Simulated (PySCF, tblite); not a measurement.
**C7H12BP: infrared bands and NMR shifts**

What infrared bands and NMR shifts should C7H12BP (`CB(C)p1cccc1C`) show?

Computed with tblite 0.8.0 and PySCF 2.14.0, with density-fitted response routines of our own, on a single molecule in the gas phase. Atoms count from 0, in the outputs and in this text.

## Step 1: The molecule as given

21 atoms, charge 0, multiplicity 1; geometry from: GFN2-xTB.

Bonds of the start (Å): C0–B1 1.57, B1–C2 1.57, B1–P3 1.88, P3–C4 1.78, C4–C5 1.35, C5–C6 1.43, C6–C7 1.36, C7–C8 1.49, C7–P3 1.80, C0–H9 1.09, C0–H10 1.09, C0–H11 1.09, C2–H12 1.09, C2–H13 1.09, C2–H14 1.09, C4–H15 1.08, C5–H16 1.08, C6–H17 1.08, C8–H18 1.09, C8–H19 1.09, C8–H20 1.09.

## Step 2: Infrared spectrum with GFN2-xTB

The job: settings as JSON, then the geometry in Å.

```
{"job": {"kind": "ir", "xc": "GFN2-xTB", "basis": "xTB"}, "charge": 0, "multiplicity": 1}
C     -2.583931    -0.320891    -0.934591
B     -1.383133     0.432625    -0.250136
C     -1.576407     1.303843     1.047424
P      0.303453     0.346183    -1.082098
C      0.509144    -1.351778    -1.584811
C      1.533800    -1.923841    -0.910643
C      2.120513    -1.084304     0.082250
C      1.554125     0.144423     0.192714
C      1.975806     1.220450     1.140220
H     -2.664976    -1.317925    -0.497309
H     -2.446974    -0.467622    -2.004448
H     -3.546601     0.162993    -0.779488
H     -1.167896     0.779245     1.912288
H     -1.040506     2.250309     0.993520
H     -2.618595     1.521996     1.271646
H     -0.052311    -1.809431    -2.380923
H      1.881891    -2.930296    -1.082871
H      2.939838    -1.419444     0.699470
H      1.674235     2.200334     0.776489
H      1.522104     1.066620     2.120681
H      3.057501     1.213452     1.270145
```

**Question.** This job is followed by: GIAO PBE0/pcSseg-1 NMR shielding, non-relativistic, gas phase. What will the session give for the following? strongest single infrared mode (GFN2-xTB); zero-point energy (GFN2-xTB); 13C shifts against TMS (PBE0/pcSseg-1, means over atoms taken as alike); 1H shifts against TMS (PBE0/pcSseg-1, means over atoms taken as alike); 11B shifts against BF3·OEt2 (PBE0/pcSseg-1); 31P shifts against H3PO4 (PBE0/pcSseg-1).

**Answer**, as computed:

| quantity | value |
| --- | --- |
| strongest single infrared mode (GFN2-xTB) | 1070 cm⁻¹, 245 km/mol |
| zero-point energy (GFN2-xTB) | 106.1 kcal/mol |
| 13C shifts against TMS (PBE0/pcSseg-1, means over atoms taken as alike) | 148.8, 139.1, 137.5, 130.4, 18.9, 16.7 ppm |
| 1H shifts against TMS (PBE0/pcSseg-1, means over atoms taken as alike) | 7.04, 6.93, 6.76, 2.59, 1.27 ppm |
| 11B shifts against BF3·OEt2 (PBE0/pcSseg-1) | 84.3 ppm |
| 31P shifts against H3PO4 (PBE0/pcSseg-1) | 28.8 ppm |

What this shows: The lowest mode is imaginary (30i cm⁻¹), so the xTB geometry is not a minimum. GFN2-xTB is a fitted tight-binding method: band positions and strengths are rough. Its intensities can rank the bands wrongly. NICS(1)zz of -16 ppm above the planar ring from P3 marks a diatropic (aromatic) ring current.
